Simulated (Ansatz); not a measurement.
# BGeH₅N radical: basis-set convergence

An exercise on one series of results from a longer session: the logs are not shown, and one member is left open.

Program: Ansatz 0.2.0, Gaussian basis. Level of theory: one geometry, several basis sets. These are calculated values, not measurements.

Plan: PBE0-D4/def2-SVP; ωB97M-V/def2-SVP; PBE0-D4/def2-QZVPP; ωB97M-V/def2-QZVPP; the functionals' def2-TZVPP values are taken from earlier runs.

## The relaxed structure

The geometry comes from an earlier relaxation with PBE0-D4 in a triple-zeta def2 set; it is a stationary point, not always the lowest conformer.

SMILES `B[N][GeH3]`, 8 atoms, charge 0, spin multiplicity 2.

Atoms are counted from 1 here; the program's logs count them from 0.

Bond lengths: B1–N2 1.338 Å, B1–H4 1.208 Å, B1–H5 1.208 Å, N2–Ge3 1.820 Å, Ge3–H6 1.535 Å, Ge3–H7 1.534 Å, Ge3–H8 1.536 Å. Angles: N2–B1–H4 120.1°, N2–B1–H5 120.4°, H4–B1–H5 119.6°, B1–N2–Ge3 177.0°, N2–Ge3–H6 108.1°, N2–Ge3–H7 109.2°, N2–Ge3–H8 106.3°, H6–Ge3–H7 111.1°, H6–Ge3–H8 110.9°, H7–Ge3–H8 111.0°.

The first run:

in.yaml reads:

```yaml
crystal:
  periodic: [false, false, false]
  atoms:
    - {symbol: B, position_ang: [-0.810728, 1.044212, -1.169785]}
    - {symbol: N, position_ang: [-0.148420, 0.268045, -0.304243]}
    - {symbol: Ge, position_ang: [0.669751, -0.823435, 0.900508]}
    - {symbol: H, position_ang: [-1.752599, 0.600221, -1.782937]}
    - {symbol: H, position_ang: [-0.471420, 2.189853, -1.345883]}
    - {symbol: H, position_ang: [0.832914, -0.046450, 2.213835]}
    - {symbol: H, position_ang: [2.031733, -1.257934, 0.343395]}
    - {symbol: H, position_ang: [-0.259033, -2.031712, 1.089310]}
basis:
  gaussian: {orbitals: def2-SVP}
magnetization: {spin_polarized: true, initial_magnetization: 1}
hamiltonian: {xc: pbe0, dispersion: d4}
output: {orbitals: {seedname: orbitals}}
```

Started as:

```sh
ansatz run in.yaml --threads 4 --pin off --events-out ev --progress --plain --max-ram 10444MiB
```

Steps of the session up to this table: PBE0-D4 in def2-SVP; ωB97M-V in def2-SVP; PBE0-D4 in def2-QZVPP; ωB97M-V in def2-QZVPP.

One table of the session follows, with a row left open; its other results are not shown here.

It belongs to the step «Density functionals: the series». 

```
functional       basis  HOMO (eV)  LUMO (eV)
   PBE0-D4    def2-SVP      -7.43      -3.09
   PBE0-D4  def2-TZVPP      -7.49      -3.13
   PBE0-D4  def2-QZVPP      -7.49      -3.13
   ωB97M-V    def2-SVP          ?          ?
   ωB97M-V  def2-TZVPP      -9.59      -1.14
   ωB97M-V  def2-QZVPP      -9.59      -1.15
```

Q: Estimate the row for ωB97M-V, def2-SVP from the others.

The run gave: HOMO (eV): -9.49; LUMO (eV): -1.05. In the column «HOMO (eV)» it lies between ωB97M-V, def2-QZVPP (-9.59) and PBE0-D4, def2-TZVPP (-7.49).
